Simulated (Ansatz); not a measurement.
**Rb: properties at the relaxed cell**

One table from this session's results is given with a row withheld; the runs are named, their logs left out.

The COD entry's cell or inner coordinates are ideal or old and differ from later refinements, so a difference from it is no clean test against experiment.

Program: Ansatz 0.2.0. Level of theory: DFT PBE, scalar-relativistic, plane waves, PAW. These are calculated values, not measurements.

1 further run of the same task is left out (set aside as unsound or not needed).

**The starting structure**

It takes space group Im-3m (No. 229, cubic). The conventional cell has a = 5.670 Å, b = 5.670 Å, c = 5.670 Å, α = 90.00°, β = 90.00°, γ = 90.00°.

Coordinates:

```cif
data_structure
_symmetry_space_group_name_H-M 'P 1'
_symmetry_Int_Tables_number 1
_cell_length_a 4.9104
_cell_length_b 4.9104
_cell_length_c 4.9104
_cell_angle_alpha 109.471
_cell_angle_beta 109.471
_cell_angle_gamma 109.471
_cell_volume 91.14
loop_
_atom_site_label
_atom_site_type_symbol
_atom_site_fract_x
_atom_site_fract_y
_atom_site_fract_z
_atom_site_occupancy
Rb1 Rb 0.00000 0.00000 0.00000 1
```

This cell was relaxed beforehand with the same method: volume 91.14 Å³/atom, gap on the mesh none (metal).

The first run:

The input, input.yaml:

```yaml
crystal:
  lattice:
    - [-2.8350110942, 2.8350110942, 2.8350110942]
    - [2.8350110942, -2.8350110942, 2.8350110942]
    - [2.8350110942, 2.8350110942, -2.8350110942]
  atoms:
    - { symbol: Rb, position: [0.0, 0.0, 0.0] }
basis:
  ecutwfc: 420
kpoints:
  mp_grid: { grid: [10, 10, 10] }
  band_path:
    path:
      - [[0.0, 0.0, 0.0], [0.5, -0.5, 0.5], [0.0, 0.0, 0.5], [0.0, 0.0, 0.0], [0.25, 0.25, 0.25], [0.5, -0.5, 0.5]]
      - [[0.25, 0.25, 0.25], [0.0, 0.0, 0.5]]
    npoints: 14
hamiltonian:
  xc: pbe
scf:
  occupations: { method: gaussian, width: 0.1 }
  n_extra_bands: 6
output:
  forces: true
  stress: true
  eigenvalues: true
  populations: true
  dos: { projected: true, de: 0.02, nscf_kmesh: { grid: [15, 15, 15] } }
  bader: true
  write_density: true
  write_potential: true
  elf: true
  volumetric_format: npy
```

Run with:

```sh
> ansatz run input.yaml --threads 1 --pin off --max-ram 2560MiB --backend cpu --events-out ev --progress --plain --runs-dir out
```

Among the steps run: Bands, states and charges; Back to the database's cell; Point at V/V0 = 0.97; Volume × 1.03; The cell scaled to 0.94 of its volume; Point at V/V0 = 1.06; Volume × 0.91; Volume × 1.10; Point at V/V0 = 0.88.

One of the session's tables, all rows but one given; the rest of the session is left out.

It belongs to the step «Fit of the equation of state». 

```
volume (Å³/atom)  energy above the lowest point (meV/atom)  pressure (GPa)
          80.206                                      14.4            0.46
          82.940                                       7.8            0.32
          85.675                                       3.3            0.20
          88.409                                       0.8            0.09
          91.143                                       0.0            0.00
          93.877                                       0.6           -0.07
          96.612                                         ?               ?
         100.258                                       6.6           -0.22
```

**Question.** Estimate the row for volume (Å³/atom) = 96.612.

Worked estimate for «energy above the lowest point (meV/atom)». A straight line through the neighbours (93.877, 0.6) and (100.258, 6.6) gives 0.6 + (6.6 − 0.6) × (96.612 − 93.877) / (100.258 − 93.877) = 3.2; a parabola fitted to 3 rows on both sides gives 2.4.

**Answer.** energy above the lowest point (meV/atom): 2.5; pressure (GPa): -0.14. In «energy above the lowest point (meV/atom)» the line misses by +0.7 and the parabola by -0.1.

Limits of these values: The projections leave out shells that the potentials don't hold, such as empty d states.
